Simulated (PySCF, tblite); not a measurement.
**C₄H₆NOSi radical: geometry, infrared bands and EPR parameters**

Wanted: the infrared bands and EPR parameters of C₄H₆NOSi radical (`N#C[C]1CC[SiH2]O1`), by calculation.

The runs use tblite 0.8.0 and PySCF 2.14.0, with density-fitted response routines of our own; the level of theory stands in each step. All values are computed, except where a source is named. Atoms count from 0, in the outputs and in this text.

### 1 The molecule as given

13 atoms, charge 0, multiplicity 2; geometry from: force field or distance geometry start.

Bonds of the start (Å): N0–C1 1.15, C1–C2 1.44, C2–C3 1.49, C3–C4 1.51, C4–Si5 1.87, Si5–O6 1.71, O6–C2 1.39, C3–H7 1.13, C3–H8 1.10, C4–H9 1.09, C4–H10 1.10, Si5–H11 1.45, Si5–H12 1.45.

### 2 Relaxing the molecule with GFN2-xTB

Job settings and geometry (Å):

```
{"job": {"kind": "relax", "xc": "GFN2-xTB", "basis": "xTB"}, "charge": 0, "multiplicity": 2}
N      1.681100    -2.258500    -0.982300
C      1.199800    -1.631200    -0.148000
C      0.604600    -0.857600     0.916700
C     -0.836600    -0.610800     0.636300
C     -0.992700     0.464600    -0.406600
Si     0.668600     1.293700    -0.174000
O      1.241000     0.356600     1.140800
H     -1.308700    -0.218300     1.581000
H     -1.388100    -1.494100     0.269300
H     -0.996000    -0.006300    -1.391200
H     -1.832300     1.150200    -0.216700
H      0.495200     2.695200     0.132500
H      1.459700     1.116900    -1.375500
```

Run with:

```console
$ OMP_NUM_THREADS=1 python probes_run.py task.json out
```

The driver reads the jobs from task.json and runs them one after another.

Output:

```text
step      E/eV     max force
  0    -551.20643    2.713
  1    -551.41856    2.166
  2    -551.46376    4.617
  3    -551.62577    0.869
  4    -551.67776    0.678
  5    -551.72280    0.549
  6    -551.75239    0.568
  7    -551.78860    0.452
  8    -551.81522    0.435
  9    -551.83547    0.377
 10    -551.85048    0.365
 11    -551.86889    0.430
 12    -551.89227    0.575
 13    -551.92025    0.567
 14    -551.94402    0.471
 15    -551.96118    0.435
 16    -551.98282    0.415
 17    -552.01533    0.596
 18    -552.04670    0.575
 19    -552.06937    1.006
 20    -552.09009    1.020
 21    -552.11511    0.474
 22    -552.15195    0.475
 23    -552.20608    0.530
 24    -552.23739    1.263
 25    -552.25376    0.368
 26    -552.26919    0.288
 27    -552.29825    0.541
 28    -552.31497    0.501
 29    -552.33237    0.510
 30    -552.34276    0.307
 31    -552.35105    0.485
 32    -552.35849    0.554
 33    -552.36511    0.222
 34    -552.37129    0.312
 35    -552.37953    0.264
 36    -552.38491    0.153
 37    -552.38790    0.155
 38    -552.38989    0.179
 39    -552.39209    0.167
 40    -552.39402    0.124
 41    -552.39540    0.105
 42    -552.39625    0.118
 43    -552.39741    0.112
 44    -552.39864    0.098
 45    -552.39985    0.089
 46    -552.40074    0.083
 47    -552.40130    0.061
 48    -552.40163    0.043
 49    -552.40192    0.043
 50    -552.40224    0.061
 51    -552.40264    0.070
 52    -552.40313    0.062
 53    -552.40375    0.094
 54    -552.40440    0.098
 55    -552.40491    0.108
 56    -552.40526    0.076
 57    -552.40561    0.062
 58    -552.40604    0.065
 59    -552.40658    0.071
 60    -552.40723    0.072
 61    -552.40795    0.070
 62    -552.40864    0.075
 63    -552.40927    0.082
 64    -552.40983    0.060
 65    -552.41039    0.054
 66    -552.41095    0.058
 67    -552.41137    0.057
 68    -552.41162    0.066
 69    -552.41181    0.039
 70    -552.41199    0.039
 71    -552.41217    0.032
 72    -552.41229    0.019
 73    -552.41234    0.018
 74    -552.41238    0.018
 75    -552.41242    0.017
 76    -552.41245    0.016
 77    -552.41249    0.019
 78    -552.41253    0.020
 79    -552.41256    0.016
 80    -552.41260    0.014
 81    -552.41262    0.015
 82    -552.41265    0.014
 83    -552.41268    0.011
 84    -552.41270    0.010
 85    -552.41271    0.012
 86    -552.41272    0.010
 87    -552.41272    0.007
```

It took 0.52 s on 1 thread of Arm Neoverse V1, shared host.

The steps of the relaxation: (not every step is listed)

```tsv
step	energy from step 0 (eV)	largest force (eV/Å)
0	0.0000	2.7130
1	-0.2121	2.1662
2	-0.2573	4.6172
3	-0.4193	0.8693
4	-0.4713	0.6783
5	-0.5164	0.5486
6	-0.5460	0.5685
7	-0.5822	0.4518
8	-0.6088	0.4350
15	-0.7548	0.4347
22	-0.9455	0.4752
29	-1.1259	0.5099
36	-1.1785	0.1526
43	-1.1910	0.1122
50	-1.1958	0.0608
57	-1.1992	0.0619
64	-1.2034	0.0605
71	-1.2057	0.0318
78	-1.2061	0.0197
82	-1.2062	0.0139
83	-1.2063	0.0110
84	-1.2063	0.0102
85	-1.2063	0.0124
86	-1.2063	0.0105
87	-1.2063	0.0073
```

Close pairs (by a distance rule), those that changed most:

```tsv
bond	before (Å)	after (Å)	change (Å)
C1–C2	1.444	1.369	-0.076
Si5–O6	1.713	1.656	-0.057
C2–O6	1.389	1.344	-0.045
C4–Si5	1.871	1.910	+0.039
C3–H7	1.127	1.097	-0.030
C3–C4	1.506	1.535	+0.028
Si5–H11	1.445	1.459	+0.014
C4–H10	1.100	1.087	-0.013
```

The end geometry stands in the next job.

### 3 Harmonic vibrations with GFN2-xTB

Job settings and geometry (Å):

```
{"job": {"kind": "ir", "xc": "GFN2-xTB", "basis": "xTB"}, "charge": 0, "multiplicity": 2}
N      1.785421    -3.130941     0.531858
C      1.316289    -2.078745     0.383368
C      0.713296    -0.862135     0.211103
C     -0.769627    -0.661744     0.303024
C     -1.102055     0.680319    -0.362624
Si     0.560278     1.619125    -0.303841
O      1.439607     0.243032    -0.026670
H     -1.049353    -0.633751     1.363552
H     -1.300417    -1.504097    -0.145896
H     -1.414432     0.514661    -1.394271
H     -1.930081     1.171841     0.141780
H      0.713916     2.494700     0.852807
H      1.032769     2.148221    -1.571919
```

Output:

```text
mode    cm-1     km/mol
  1      71.5      1.14
  2     112.5      2.32
  3     148.0      5.40
  4     283.7      7.41
  5     418.2     17.53
  6     427.6      5.17
  7     446.9     12.47
  8     500.2      8.23
  9     532.6      3.98
 10     562.9     59.63
 11     657.1    128.22
 12     714.7     89.16
 13     744.0      6.73
 14     771.0    207.77
 15     805.2    275.82
 16     869.7     55.47
 17     911.8     12.48
 18    1037.1      2.05
 19    1085.3      8.12
 20    1152.8     35.10
 21    1203.1    127.65
 22    1243.3      5.94
 23    1272.5     33.72
 24    1382.9     86.68
 25    1453.0      2.07
 26    1480.9      7.66
 27    2237.3    143.91
 28    2306.7    316.86
 29    2361.3    229.85
 30    2898.5     17.30
 31    2971.4     14.45
 32    2988.0     32.56
 33    3027.0     20.18
```

Wall time 0.37 s (1 thread of Arm Neoverse V1, shared host).

The strongest bands and the atoms that carry them (share of the mass-weighted mode):

```tsv
cm⁻¹	km/mol	atoms
657	128.2	H11 49 %, H12 35 %
715	89.2	H9 25 %, C4 24 %, Si5 16 %, H10 10 %
771	207.8	H11 42 %, H12 33 %, Si5 10 %
805	275.8	O6 28 %, Si5 23 %
1203	127.7	C2 44 %, H9 20 %, O6 10 %
2237	143.9	C1 62 %, N0 36 %
2307	316.9	H11 95 %
2361	229.8	H12 95 %
```

### 4 g tensor and hyperfine couplings: B3LYP/pcH-1

The job, as its differences from that of step 3:

```diff
@@ -1,2 +1,2 @@
-{"job": {"kind": "ir", "xc": "GFN2-xTB", "basis": "xTB"}, "charge": 0, "multiplicity": 2}
+{"job": {"kind": "epr", "basis": "pcH-1"}, "charge": 0, "multiplicity": 2}
 N      1.785421    -3.130941     0.531858
```

With the program's defaults for keys left out, this is: UKS B3LYP, pcH-1 on C H N O Si, non-relativistic, mean-field spin-orbit, GIAO.

Output:

```text
UKS, coarse grid
  cycle   1  E = -575.37647955  |g| = 5.70e-01
  cycle   2  E = -575.07096843  |g| = 1.05e+00
  cycle   3  E = -575.48732289  |g| = 1.92e-01
  cycle   4  E = -575.50028606  |g| = 8.79e-02
  cycle   5  E = -575.50329984  |g| = 3.08e-02
  cycle   6  E = -575.50373027  |g| = 7.10e-03
  cycle   7  E = -575.50376833  |g| = 3.44e-03
  cycle   8  E = -575.50378222  |g| = 1.42e-03
  cycle   9  E = -575.50378611  |g| = 5.73e-04
UKS, final grid
  cycle   1  E = -575.50377319  |g| = 7.27e-04
  cycle   2  E = -575.50377261  |g| = 1.45e-03
  cycle   3  E = -575.50377355  |g| = 3.12e-04
  cycle   4  E = -575.50377360  |g| = 1.20e-04
  cycle   5  E = -575.50377364  |g| = 9.31e-05
  cycle   6  E = -575.50377365  |g| = 1.50e-05
E = -575.50377365 Eh   <S^2> = 0.7616 (exact 0.7500)
g shifts (ppm)      1          2          3
  rmc          -210       -210       -210
  gc            -11         39         40
  oz_so          57       1635       2014
  total        -165       1464       1844
hyperfine (MHz)  atom isotope    a_iso     a_fc   dipolar eigenvalues
    0   14N       8.82       8.85    -17.50    -13.66     31.16
    1   13C     -57.21     -57.22    -15.40     -3.09     18.50
    2   13C      64.55      64.59    -63.30    -62.76    126.06
    3   13C     -24.91     -24.93     -1.32      0.43      0.89
    4   13C       4.76       4.76     -1.23     -0.46      1.69
    5  29Si       4.52       4.53     -0.96      0.20      0.76
    6   17O     -14.75     -14.76    -55.19     26.70     28.49
    7    1H      98.84      98.84     -4.26     -2.81      7.07
    8    1H      39.39      39.39     -3.77     -3.15      6.92
    9    1H      -0.15      -0.15     -1.90     -1.80      3.70
   10    1H      -2.43      -2.43     -1.59     -1.32      2.91
   11    1H       7.07       7.07     -1.70     -1.64      3.34
   12    1H       3.94       3.94     -1.71     -1.70      3.41
```

Run time: 67 s. Hardware: 1 thread of Arm Neoverse V1, shared host; peak memory 0.89 GiB.

Principal g values 2.00215, 2.00378, 2.00416; g(iso) = 2.00337, against 2.00232 for a free electron.

Hyperfine couplings; where a row names several nuclei, a(iso) is their mean (it holds for fast rotation or exchange) and the dipolar term the largest among them:

```tsv
nuclei	isotope	a(iso) (MHz)	a(iso) (G, at g = 2.0023)	largest dipolar term (MHz)
H7, H8	1H	69.1	24.7	7.1
C2	13C	64.5	23.0	126.1
C1	13C	-57.2	-20.4	18.5
C3	13C	-24.9	-8.9	-1.3
O6	17O	-14.8	-5.3	-55.2
N0	14N	8.8	3.1	31.2
H11, H12	1H	5.5	2.0	3.4
C4	13C	4.8	1.7	1.7
Si5	29Si	4.5	1.6	-1.0
H9, H10	1H	-1.3	-0.5	3.7
```

Mulliken spin populations:

N0 0.36; C1 -0.17; C2 0.69; C3 -0.06; C4 0.01; Si5 -0.01; O6 0.11; H7 0.04; H8 0.01; H9 0.00; H10 0.00; H11 0.00; H12 0.00

In first order the couplings over 0.8 MHz of 1H, 14N give 81 distinct lines over 60.5 G, if the averaged nuclei exchange fast; the same motion can average rows kept apart here too.

The fields below are evaluated on a grid from the run's orbitals.

ELF in a plane through or near 7 of the atoms.

Ten even steps from ' ' (0.00) to '@' (0.99):
```
                                                        
                                                        
                                                        
                        ::--..      ....                
        ..::::::::    ..**##==..  --++==..              
      --****++==++::  ::%%@@##--..++##**--              
    ::**%%%%######++....##++##**  ..**##==..            
    --%%@@**::%%==++**--##++%%==++##..++--..            
    ==%%@@==--##**--@@::==**++..++##  ::..              
    ::**%%%%##%%--**##::::--  ====::--::                
      ::==++++**++::::##@@**++##%%%%**::                
        ..::::::..  ..**----@@..--++==..                
                  ..##%%**==%%----##**::                
                  ++@@@@@@**++++##%%%%==                
                  **@@@@@@++..--**%%##==                
                  --%%@@##..  ..--++==..                
                    ::--..        ..                    
                                                        
                                                        
                                                        
```
The map spans 12.3 Å across and 8.5 Å up, centred on the molecule. Atoms in the plane (x, y in Å): N0 (-3.5, 0.9), C1 (-2.4, 0.7), C2 (-1.0, 0.5), C4 (1.0, -0.9), Si5 (1.4, 1.0), O6 (-0.1, 1.5), H8 (-1.0, -1.6).

log10 of the density (e/Å³) in the same plane.

Ten even steps from '0' (-4.0) to '9' (1.6):
```
0000000000000000000000000000
0000000000000000111100000000
0000011111112222222211000000
0001222222234443333322100000
0012344443345554444432100000
0023455554456776555543200000
0134567666567886666643210000
0235688777667877896653210000
0235688898787766896543200000
0134677777787666666543200000
0023455555677767766432100000
0012344444567778876432100000
0001223334677777876432100000
0000011234677666765432000000
0000000134566555655431000000
0000000123455444444321000000
0000000012333333333210000000
0000000001122212221100000000
0000000000000000000000000000
0000000000000000000000000000
```
The map spans 12.3 Å across and 8.5 Å up, centred on the molecule. Atoms in the plane (x, y in Å): N0 (-3.5, 0.9), C1 (-2.4, 0.7), C2 (-1.0, 0.5), C4 (1.0, -0.9), Si5 (1.4, 1.0), O6 (-0.1, 1.5), H8 (-1.0, -1.6).

On the surface of density 0.002 e/bohr³ the electrostatic potential runs, from the 1st to the 99th percentile, from -1.93 V near N0 to 1.87 V near Si5.

The spin density lies nearest to C2 43 %; N0 26 %; O6 12 %; C1 9 % (beta excess).

### 5 What came out

```
                                                                  quantity                   value
                                 strongest single infrared mode (GFN2-xTB)   2307 cm⁻¹, 317 km/mol
                                              zero-point energy (GFN2-xTB)           55.9 kcal/mol
                                                            g(iso) (B3LYP)                 2.00337
                                                                      ⟨S²⟩      0.762 (exact 0.75)
                                        largest a(iso) (averaged by class)  1H on H7, H8, 69.1 MHz
potential on the surface of density 0.002 e/bohr³, 1st and 99th percentile      -1.93 V and 1.87 V
```

What this shows: The optimisation took 87 steps and gained 1.206 eV; among the close pairs (by a distance rule), C1–C2 changed most, from 1.444 to 1.369 Å. No mode is imaginary among the 33: a minimum at this level. The strongest single mode, at 2307 cm⁻¹, moves mainly H11. Unscaled tight-binding wavenumbers are off by several per cent, some by more. Its intensities can rank the bands wrongly. The largest share of the spin, 0.69 e, sits on C2. The isotropic g lies 1.0 ppt above the free-electron value. The conformer search found further structures of the same energy, which may be mirror or relabelled copies of this one.
